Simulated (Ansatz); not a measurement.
# CdS (Hawleyite): the cost of one run

Program: Ansatz 0.2.0. Level of theory: DFT LDA, frozen-core PAW, scalar-relativistic unless said. These are calculated values, not measurements.

**1. The system as given**

It takes space group F-43m (No. 216, cubic). Conventional cell: a = 5.833 Å, b = 5.833 Å, c = 5.833 Å, α = 90.00°, β = 90.00°, γ = 90.00°. Cd (site symmetry -43m) has 4 S at 2.53 Å as nearest neighbours. Around S (site symmetry -43m) lie 4 Cd at 2.53 Å.

Structure file:

```cif
data_structure
_symmetry_space_group_name_H-M 'P 1'
_symmetry_Int_Tables_number 1
_cell_length_a 4.1246
_cell_length_b 4.1246
_cell_length_c 4.1246
_cell_angle_alpha 60.000
_cell_angle_beta 60.000
_cell_angle_gamma 60.000
_cell_volume 49.62
loop_
_atom_site_label
_atom_site_type_symbol
_atom_site_fract_x
_atom_site_fract_y
_atom_site_fract_z
_atom_site_occupancy
Cd1 Cd 0.00000 0.00000 0.00000 1
S1 S 0.75000 0.75000 0.75000 1
```

Cartesian axes are those of the input's lattice vectors. The structure goes back to a database entry.

**2. Cell and atoms relaxed, PAW**

input.yaml

```yaml
crystal:
  lattice:
    - [0.0, 2.9165, 2.9165]
    - [2.9165, 0.0, 2.9165]
    - [2.9165, 2.9165, 0.0]
  atoms:
    - { symbol: Cd, position: [0.0, 0.0, 0.0] }
    - { symbol: S, position: [0.75, 0.75, 0.75] }
kpoints:
  mp_grid: { grid: [14, 14, 14] }
scf:
  occupations: { method: fermi_dirac, width: 0.08 }
hamiltonian:
  xc: lda
  pseudopotentials: { kind: paw }
relax:
  f_tol: 0.002
  max_steps: 80
  cell: {}
output:
  forces: true
  stress: true
```

Started as:

```sh
ansatz run input.yaml --threads 1 --pin off --max-ram 3072MiB --backend cpu --events-out ev --progress --plain --runs-dir out
```

Q: Estimate wall time and peak memory on 1 thread of Arm Neoverse V2, shared host.

About 15 s, with a peak of 0.39 GiB.
